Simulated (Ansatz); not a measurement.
# C₄H₁₆HfN₄: one species, many methods

One table from this session's results is given with a row withheld; the runs are named, their logs left out.

Method: functionals in def2-TZVPP, the program's frozen cores in correlated methods; program: Ansatz 0.2.0, Gaussian basis.

Plan: LDA (SPW92), PBE-D4, revPBE-D4, BLYP-D4, r2SCAN-D4, B97M-V, PBE0-D4, B3LYP-D4, r2SCANh-D4, r2SCAN0-D4, HSE06-D4, BHLYP-D4, CAM-B3LYP-D4, LC-ωPBE, ωB97X-V, ωB97M-V, B2PLYP, PBE-QIDH; CCSD(T)/def2-SVP; CCSD(T)/def2-TZVPP; MP2/def2-QZVPP; extrapolation to the limit; RPA on PBE.

### The relaxed structure

An earlier PBE0-D4 in a triple-zeta def2 set relaxation fixed the geometry. Hf takes the def2 core potential; no spin-orbit term is included.

SMILES `C[NH][Hf]([NH]C)([NH]C)[NH]C`, 25 atoms, charge 0, spin multiplicity 1.

Atoms are counted from 1 here; the program's logs count them from 0.

Bond lengths: C1–N2 1.446 Å, C1–H10 1.098 Å, C1–H11 1.095 Å, C1–H12 1.098 Å, N2–Hf3 2.052 Å, N2–H13 1.013 Å, Hf3–N4 2.046 Å, Hf3–N6 2.049 Å, Hf3–N8 2.053 Å, N4–C5 1.448 Å, N4–H14 1.010 Å, C5–H15 1.098 Å, C5–H16 1.098 Å, C5–H17 1.097 Å, N6–C7 1.448 Å, N6–H18 1.011 Å, C7–H19 1.094 Å, C7–H20 1.098 Å and more. Angles: N2–C1–H10 112.9°, N2–C1–H11 110.2°, N2–C1–H12 112.7°, H10–C1–H11 106.5°, H10–C1–H12 107.5°, H11–C1–H12 106.7°, C1–N2–Hf3 129.9°, C1–N2–H13 110.9°, Hf3–N2–H13 119.1°, N2–Hf3–N4 108.7°, N2–Hf3–N6 108.1°, N2–Hf3–N8 112.2°, N4–Hf3–N6 109.7°, N4–Hf3–N8 110.6°, N6–Hf3–N8 107.4°, Hf3–N4–C5 123.3°, Hf3–N4–H14 125.0°, C5–N4–H14 111.6° and more.

Set-up of the first run:

Input file in.yaml:

```yaml
crystal:
  periodic: [false, false, false]
  atoms:
    - {symbol: C, position_ang: [-2.391696, -1.757549, 0.575885]}
    - {symbol: N, position_ang: [-1.376732, -0.945399, 1.209880]}
    - {symbol: Hf, position_ang: [0.125541, 0.174862, 0.372953]}
    - {symbol: N, position_ang: [1.647222, 0.351291, 1.728514]}
    - {symbol: C, position_ang: [2.336731, -0.784920, 2.303540]}
    - {symbol: N, position_ang: [-0.630670, 2.028078, -0.063959]}
    - {symbol: C, position_ang: [-0.170207, 2.966272, -1.065725]}
    - {symbol: N, position_ang: [0.811351, -0.636615, -1.383237]}
    - {symbol: C, position_ang: [0.015344, -0.808303, -2.580034]}
    - {symbol: H, position_ang: [-2.299227, -2.824249, 0.820135]}
    - {symbol: H, position_ang: [-2.312114, -1.679701, -0.513146]}
    - {symbol: H, position_ang: [-3.410521, -1.444727, 0.840909]}
    - {symbol: H, position_ang: [-1.431792, -1.021421, 2.218021]}
    - {symbol: H, position_ang: [2.002770, 1.224707, 2.090105]}
    - {symbol: H, position_ang: [2.236565, -0.836264, 3.395653]}
    - {symbol: H, position_ang: [3.408903, -0.797502, 2.067378]}
    - {symbol: H, position_ang: [1.918663, -1.719034, 1.909549]}
    - {symbol: H, position_ang: [-1.474660, 2.360357, 0.383614]}
    - {symbol: H, position_ang: [0.707793, 2.563098, -1.579134]}
    - {symbol: H, position_ang: [0.126285, 3.932248, -0.635700]}
    - {symbol: H, position_ang: [-0.924774, 3.167852, -1.837820]}
    - {symbol: H, position_ang: [1.754307, -0.974077, -1.520196]}
    - {symbol: H, position_ang: [-0.129762, -1.862486, -2.852423]}
    - {symbol: H, position_ang: [-0.983438, -0.380525, -2.433542]}
    - {symbol: H, position_ang: [0.444120, -0.296004, -3.451230]}
basis:
  gaussian: {orbitals: def2-TZVPP}
hamiltonian: {xc: lda}
output: {orbitals: {seedname: orbitals}}
```

Command:

```console
ansatz run in.yaml --threads 4 --pin off --events-out ev --progress --plain --max-ram 46080MiB --backend cuda --devices 0, --max-vram 37GiB
```

Steps of the session up to this table: LDA; PBE-D4 (GGA); revPBE-D4 (GGA); BLYP-D4 (GGA); r2SCAN-D4 (meta-GGA); B97M-V (meta-GGA); PBE0-D4 (hybrid); B3LYP-D4 (hybrid); r2SCANh-D4 (hybrid); r2SCAN0-D4 (hybrid); HSE06-D4 (hybrid); BHLYP-D4 (hybrid); CAM-B3LYP-D4 (range-separated); LC-ωPBE (range-separated); ωB97X-V (range-separated); ωB97M-V (range-separated); B2PLYP (double hybrid); PBE-QIDH (double hybrid).

One of the session's tables, all rows but one given; the rest of the session is left out.

It belongs to the step «Frontier levels by functional». 

```
  functional  HOMO (eV)  gap (eV)
 LDA (SPW92)      -4.89      4.13
      PBE-D4      -4.74      4.25
   revPBE-D4      -4.68      4.32
     BLYP-D4      -4.63      4.21
   r2SCAN-D4      -4.99      4.81
      B97M-V      -5.12      4.68
     PBE0-D4          ?         ?
    B3LYP-D4      -5.83      5.87
  r2SCANh-D4      -5.48      5.60
  r2SCAN0-D4      -6.23      6.78
    HSE06-D4      -5.64      5.59
    BHLYP-D4      -7.29      8.19
CAM-B3LYP-D4      -7.44      8.49
     LC-ωPBE      -8.80     11.01
     ωB97X-V      -8.46     10.44
     ωB97M-V      -8.39      9.90
```

**Question.** Estimate the row for PBE0-D4.

**Answer.** HOMO (eV): -6.05; gap (eV): 6.35. In the column «HOMO (eV)» it lies between r2SCAN0-D4 (-6.23) and B3LYP-D4 (-5.83).
